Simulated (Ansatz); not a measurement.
# Sr2Br3: the cost of one run

Program: Ansatz 0.2.0. Level of theory: DFT PBE, scalar-relativistic, plane waves, PAW. These are calculated values, not measurements.

1 further run of the same task is left out (it didn't finish).

**1. The starting structure**

Symmetry: R-3m, No. 166, trigonal system. Conventional cell: a = 4.270 Å, b = 4.270 Å, c = 29.694 Å, α = 90.00°, β = 90.00°, γ = 120.00°. Sr (site symmetry 3m) is surrounded by 6 Br at 2.99 to 3.16 Å. Br (site symmetry -3m) has 6 Sr at 3.16 Å as nearest neighbours. Br (site symmetry 3m) has 3 Sr at 2.99 Å as nearest neighbours.

Coordinates:

```
Sr Br
1.0
     2.13522    1.23277    9.89784
    -2.13522    1.23277    9.89784
     0.00000   -2.46554    9.89784
Sr Br
2 3
Direct
  0.40000 0.40000 0.40000
  0.60000 0.60000 0.60000
  0.00000 0.00000 0.00000
  0.20950 0.20950 0.20950
  0.79050 0.79050 0.79050
```

(A quick probe on a coarse mesh, which set the mesh and smearing, is not shown.)

**3. Relaxing cell and atoms**

Contents of input.yaml:

```yaml
crystal:
  lattice:
    - [2.1352227696, 1.2327714408, 9.8978406408]
    - [-2.1352227696, 1.2327714408, 9.8978406408]
    - [0.0, -2.4655428816, 9.8978406408]
  atoms:
    - { symbol: Sr, position: [0.4, 0.4, 0.4] }
    - { symbol: Sr, position: [0.6, 0.6, 0.6] }
    - { symbol: Br, position: [0.0, 0.0, 0.0] }
    - { symbol: Br, position: [0.2095, 0.2095, 0.2095] }
    - { symbol: Br, position: [0.7905, 0.7905, 0.7905] }
basis:
  ecutwfc: 420
kpoints:
  mp_grid: { grid: [12, 12, 12] }
hamiltonian:
  xc: pbe
scf:
  occupations: { method: gaussian, width: 0.1 }
output:
  forces: true
  stress: true
  eigenvalues: true
relax:
  adjacent_minimum: "off"
  f_tol: 0.01
  max_steps: 80
  cell: { stress_tol: 0.05 }
```

On the command line:

```sh
$ ansatz run input.yaml --threads 1 --pin off --max-ram 2560MiB --backend cpu --events-out ev --progress --plain --runs-dir out
```

**Question.** How long does this run take on 1 thread of Arm Neoverse V1, shared host, and how much memory does it need?

About 8.3 min, with a peak of 0.89 GiB.
